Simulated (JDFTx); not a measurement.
Runs of JDFTx 1.7.0 (patched build) on SPb. The cell holds a molecule in a box, 2 atoms: a = 9.000 Å, b = 9.000 Å, c = 12.000 Å, α = 90.00°, β = 90.00°, γ = 90.00°. 

| task | level | liquid model | variant of the liquid model | solvent | SCF threshold on the energy | further solve for the empty bands | gap on the mesh (eV) | largest force (eV/Å) |
| --- | --- | --- | --- | --- | --- | --- | --- | --- |
| solvation | revPBE | LinearPCM | GLSSA13 | Isobutanol | 1e-06 Ha | no | - | (b) |
| single point | BP86 | - | - | - | 1e-07 Ha | yes | 2.95 | 0.69 |
| solvation | BP86 | LinearPCM | GLSSA13 | H2O | 1e-06 Ha | no | - | 1.79 |
| solvation | revPBE | LinearPCM | GLSSA13 | Glyme | 1e-06 Ha | no | - | 1.04 |
| solvation | revPBE | LinearPCM | GLSSA13 | ethanol | 1e-06 Ha | no | - | 2.91 |
| single point | revPBE | - | - | - | 1e-07 Ha | yes | 2.97 | (a) |
| solvation | revPBE | LinearPCM | GLSSA13 | octanol | 1e-06 Ha | no | - | 1.38 |

Alike in all rows: potentials or basis PseudoDojo-SR-PBE-0.5-standard (S) + PseudoDojo-SR-PBE-0.4.1-standard (Pb) with smoothed tails; no spin polarisation; cell as given; k mesh 1 × 1 × 1; cutoff (eV) 762; smearing fixed.

Question: Estimate the missing entries.

Answer: (a) 0.76; (b) 2.95.

Caveats: forces may be off by hundredths of an eV/Å; the potentials were made for another functional, which shifts forces and pressure; the minimiser leaves empty levels unsolved, so they aren't listed (some runs); forces in the liquid are good to some per cent (some runs); the liquid is a continuum model, checked here against plausible ranges alone (some runs); spin-orbit coupling is left out, which as a rule narrows the gap of such compounds by several tenths of an eV (some runs); the model isn't fitted for this solvent (some runs).

A k mesh can miss the band edges, and the runs leave out spin-orbit coupling on Pb.

Runs at the PBE level aren't shown here.
